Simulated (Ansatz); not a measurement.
# revPBE/def2-SVPD run of AlGeH4F (SMILES [F][AlH][GeH3])

Aim: the vertical electron affinity of AlGeH4F at revPBE/def2-SVPD, from 2 runs. 

Program for the calculation: Ansatz 0.2.0.

47 further runs of the same task are left out: 47 set aside as unsound or not needed.

## (1) The structure to begin with

AlGeH4F has 7 atoms, charge 0, and is taken as a singlet. SMILES: `[F][AlH][GeH3]`. The shape is that of a PBE0-D4/def2-TZVP optimisation.

Bond lengths: F1–Al2 1.652 Å, Al2–Ge3 2.469 Å, Al2–H4 1.581 Å, Ge3–H5 1.542 Å, Ge3–H6 1.538 Å, Ge3–H7 1.540 Å. Angles: F1–Al2–Ge3 116.9°, F1–Al2–H4 116.2°, Ge3–Al2–H4 126.9°, Al2–Ge3–H5 110.5°, Al2–Ge3–H6 112.6°, Al2–Ge3–H7 111.5°, H5–Ge3–H6 107.3°, H5–Ge3–H7 106.7°, H6–Ge3–H7 107.9°.

## (2) A single-point energy at revPBE/def2-SVPD

The input, input.yaml:

```yaml
basis:
  gaussian: {orbitals: def2-SVPD}
crystal:
  periodic: [false, false, false]
  atoms:
    - {symbol: F, position_ang: [-2.002000, -1.487800, 0.716500]}
    - {symbol: Al, position_ang: [-0.491500, -1.327100, 0.066600]}
    - {symbol: Ge, position_ang: [0.428200, 0.960300, -0.065100]}
    - {symbol: H, position_ang: [0.204000, -2.659900, -0.422600]}
    - {symbol: H, position_ang: [0.095700, 1.599200, -1.428000]}
    - {symbol: H, position_ang: [-0.136400, 1.887000, 1.024800]}
    - {symbol: H, position_ang: [1.963300, 0.960200, 0.062300]}
hamiltonian: {xc: {name: revPBE}}
accuracy: high
output: {orbitals: {seedname: orbitals}}
```

Run with:

```console
$ ansatz run input.yaml --threads 1 --pin off --max-ram 3480MiB --events-out events.jsonl --progress --plain --runs-dir runs
```

Standard output:

```text
Warning: RAYON_NUM_THREADS=1 ignored (pool sized by the plan → 1); use --threads N
Functional definition: revPBE
  name "revPBE"
  parameter kappa = 1.245
  parameter beta = 0.06672455060314922
  exchange = pbe_x(kappa = kappa, mu = beta*pi^2/3)
  correlation = pbe_c(beta = beta)
2296 factors; integrals over basis functions are off by at most 4.5e-9 eV
mean field evaluation 1: about -65877.5484 eV, gradient 4.5e1 eV
mean field evaluation 2: about -65856.8283 eV, gradient 1.2e2 eV
mean field evaluation 4: about -65881.0241 eV, gradient 4.5e0 eV
mean field evaluation 8: about -65881.0534 eV, gradient 1.1e-1 eV
mean field evaluation 16: about -65881.0534 eV, gradient 6.1e-6 eV
mean field -65881.05343179 eV, -2421.0840578365 hartree, gradient 4.7e-8 eV, S^2 0.000000; 0 other end points of the search recorded, 0 dependent functions left out
reference -65881.05343813 eV, -2421.0840580693 hartree; 29, 29 occupied and 88, 88 virtual orbitals, 2296 factors
Total energy: -65881.05343813 eV, -2421.0840580693 hartree
```

Run time: 9.9 s. Hardware: 1 thread of Arm Neoverse V1, shared host; peak memory 0.33 GiB.

## (3) The doublet anion

The input, molecule.yaml:

```yaml
crystal:
  periodic: [false, false, false]
  atoms:
    - {symbol: F, position_ang: [-2.002000, -1.487800, 0.716500]}
    - {symbol: Al, position_ang: [-0.491500, -1.327100, 0.066600]}
    - {symbol: Ge, position_ang: [0.428200, 0.960300, -0.065100]}
    - {symbol: H, position_ang: [0.204000, -2.659900, -0.422600]}
    - {symbol: H, position_ang: [0.095700, 1.599200, -1.428000]}
    - {symbol: H, position_ang: [-0.136400, 1.887000, 1.024800]}
    - {symbol: H, position_ang: [1.963300, 0.960200, 0.062300]}
basis:
  gaussian: {orbitals: def2-SVPD}
total_charge: -1
magnetization: {spin_polarized: true, initial_magnetization: 1}
hamiltonian: {xc: {name: revPBE}}
accuracy: high
output: {orbitals: {seedname: orbitals}}
```

Run with:

```console
$ ansatz run molecule.yaml --threads 1 --pin off --max-ram 3480MiB --events-out events.jsonl --progress --plain --runs-dir runs
```

Standard output, shortened:

```text
Warning: RAYON_NUM_THREADS=1 ignored (pool sized by the plan → 1); use --threads N
[... 6 set-up lines as earlier in the session ...]
2296 factors; integrals over basis functions are off by at most 4.5e-9 eV
mean field evaluation 1: about -65878.8397 eV, gradient 2.4e1 eV
mean field evaluation 2: about -65876.6683 eV, gradient 3.7e1 eV
mean field evaluation 4: about -65881.2171 eV, gradient 1.8e0 eV
mean field evaluation 8: about -65881.2265 eV, gradient 1.3e-1 eV
mean field evaluation 16: about -65881.2267 eV, gradient 1.8e-4 eV
mean field evaluation 32: about -65880.5878 eV, gradient 4.4e0 eV
mean field -65881.22666023 eV, -2421.0904238642 hartree, gradient 3.1e-8 eV, S^2 0.755999; 4 other end points of the search recorded, 0 dependent functions left out
reference -65881.22666635 eV, -2421.0904240890 hartree; 30, 29 occupied and 87, 88 virtual orbitals, 2296 factors
Total energy: -65881.22666635 eV, -2421.0904240890 hartree
```

Wall time 21 s (1 thread of Arm Neoverse V1, shared host); peak memory 0.43 GiB.

## (4) Results

At revPBE/def2-SVPD:

```
                                         quantity           value
                    singlet AlGeH4F: total energy  -2421.08406 Eh
                     singlet AlGeH4F: HOMO energy        -6.74 eV
                     singlet AlGeH4F: LUMO energy        -2.42 eV
                   singlet AlGeH4F: HOMO–LUMO gap         4.32 eV
                      doublet anion: total energy  -2421.09042 Eh
doublet anion: HOMO energy (highest over α and β)         2.22 eV
 doublet anion: LUMO energy (lowest over α and β)         2.97 eV
                              doublet anion: ⟨S²⟩           0.756
vertical electron affinity (to the doublet anion)        0.173 eV
```

**Reading.** At fixed nuclei the extra electron is bound by 0.17 eV (16.7 kJ/mol). The HOMO (doublet anion) lies at positive energy, 2.22 eV, as semi-local functionals often give for anions; only total energies tell whether the electron is bound.

The anion's highest level is positive in at least one run, so there the basis alone may hold the extra electron.
